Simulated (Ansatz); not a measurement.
# PBE0/cc-pVDZ run of SiCl4 (silicon tetrachloride)

Aim: the electronic atomisation energy of SiCl4 (silicon tetrachloride) at PBE0/cc-pVDZ, from 3 runs. 

The results are computed with Ansatz 0.2.0.

43 further runs of the same task are left out: 3 that didn't finish, 40 set aside as unsound or not needed.

## Step 1: Starting point

SiCl4: 5 atoms, total charge 0, spin state singlet. SMILES: `Cl[Si](Cl)(Cl)Cl`. The shape is that of a PBE0-D4/def2-TZVP optimisation.

Bond lengths: Cl1–Si2 2.021 Å, Si2–Cl3 2.022 Å, Si2–Cl4 2.022 Å, Si2–Cl5 2.021 Å. Angles: Cl1–Si2–Cl3 109.5°, Cl1–Si2–Cl4 109.5°, Cl1–Si2–Cl5 109.5°, Cl3–Si2–Cl4 109.5°, Cl3–Si2–Cl5 109.5°, Cl4–Si2–Cl5 109.5°.

## Step 2: The energy at PBE0/cc-pVDZ

Contents of in.yaml:

```yaml
crystal:
  periodic: [false, false, false]
  atoms:
    - {symbol: Cl, position_ang: [-0.962600, -0.087600, 1.762300]}
    - {symbol: Si, position_ang: [0.010000, -0.014700, -0.008300]}
    - {symbol: Cl, position_ang: [1.655400, -1.185900, 0.078100]}
    - {symbol: Cl, position_ang: [-1.212100, -0.676900, -1.476100]}
    - {symbol: Cl, position_ang: [0.559300, 1.891400, -0.397500]}
basis:
  gaussian:
    orbitals: cc-pVDZ
hamiltonian:
  xc: pbe0
output:
  orbitals: {seedname: orbitals}
accuracy: high
```

Command:

```
ansatz run in.yaml --threads 1 --pin off --max-ram 3480MiB --events-out events.jsonl --progress --plain --runs-dir runs
```

What it wrote:

```text
Warning: RAYON_NUM_THREADS=1 ignored (pool sized by the plan → 1); use --threads N
Functional definition: PBE0
  name "PBE0"
  parameter a = 0.25
  parameter kappa = 0.804
  parameter beta = 0.06672455060314922
  exchange = (1 - a)*pbe_x(kappa = kappa, mu = beta*pi^2/3) + a*exact_x
  correlation = pbe_c(beta = beta)
2011 factors; integrals over basis functions are off by at most 3.0e-9 eV
mean field evaluation 1: about -57953.5006 eV, gradient 1.7e1 eV
mean field evaluation 2: about -57953.3443 eV, gradient 1.9e1 eV
mean field evaluation 4: about -57954.2420 eV, gradient 1.6e-1 eV
mean field evaluation 8: about -57954.4289 eV, gradient 1.1e-2 eV
mean field evaluation 16: about -57954.4289 eV, gradient 2.0e-6 eV
mean field -57954.42887922 eV, -2129.7859783885 hartree, gradient 6.4e-8 eV, S^2 0.000000; 0 other end points of the search recorded, 0 dependent functions left out
reference -57954.42888132 eV, -2129.7859784657 hartree; 41, 41 occupied and 49, 49 virtual orbitals, 2011 factors
Total energy: -57954.42888132 eV, -2129.7859784657 hartree
```

Wall time 6.6 s (1 thread of Intel Xeon 6975P-C (Granite Rapids), shared host); peak memory 0.39 GiB.

## Step 3: The Cl atom, same level

Contents of in.yaml:

```yaml
crystal:
  periodic: [false, false, false]
  atoms:
    - {symbol: Cl, position_ang: [0.000000, 0.000000, 0.000000]}
basis:
  gaussian: {orbitals: cc-pVDZ}
magnetization: {spin_polarized: true, initial_magnetization: 1}
hamiltonian: {xc: {name: PBE0}}
accuracy: high
```

Run the same way, it converges to -459.99033 Eh (log not shown).

## Step 4: The Si atom at the same level

Contents of input.yaml:

```yaml
crystal:
  periodic: [false, false, false]
  atoms:
    - {symbol: Si, position_ang: [0.000000, 0.000000, 0.000000]}
basis:
  gaussian:
    orbitals: cc-pVDZ
magnetization:
  spin_polarized: true
  initial_magnetization: 2
hamiltonian:
  xc: {name: PBE0}
accuracy: high
```

Run the same way, it converges to -289.24736 Eh (log not shown).

## Step 5: Outcome

At PBE0/cc-pVDZ:

| quantity | value |
| --- | --- |
| molecule: total energy | -2129.78598 Eh |
| molecule: HOMO energy | -9.52 eV |
| molecule: LUMO energy | -0.53 eV |
| molecule: HOMO–LUMO gap | 8.98 eV |
| Cl atom: total energy | -459.99033 Eh |
| Cl atom: ⟨S²⟩ | 0.752 |
| Si atom: total energy | -289.24736 Eh |
| Si atom: ⟨S²⟩ | 2.004 |
| electronic atomisation energy | 15.709 eV |

**Reading.** Taking the molecule apart into free atoms costs 15.71 eV (362 kcal/mol), before zero-point energy and without spin-orbit coupling.
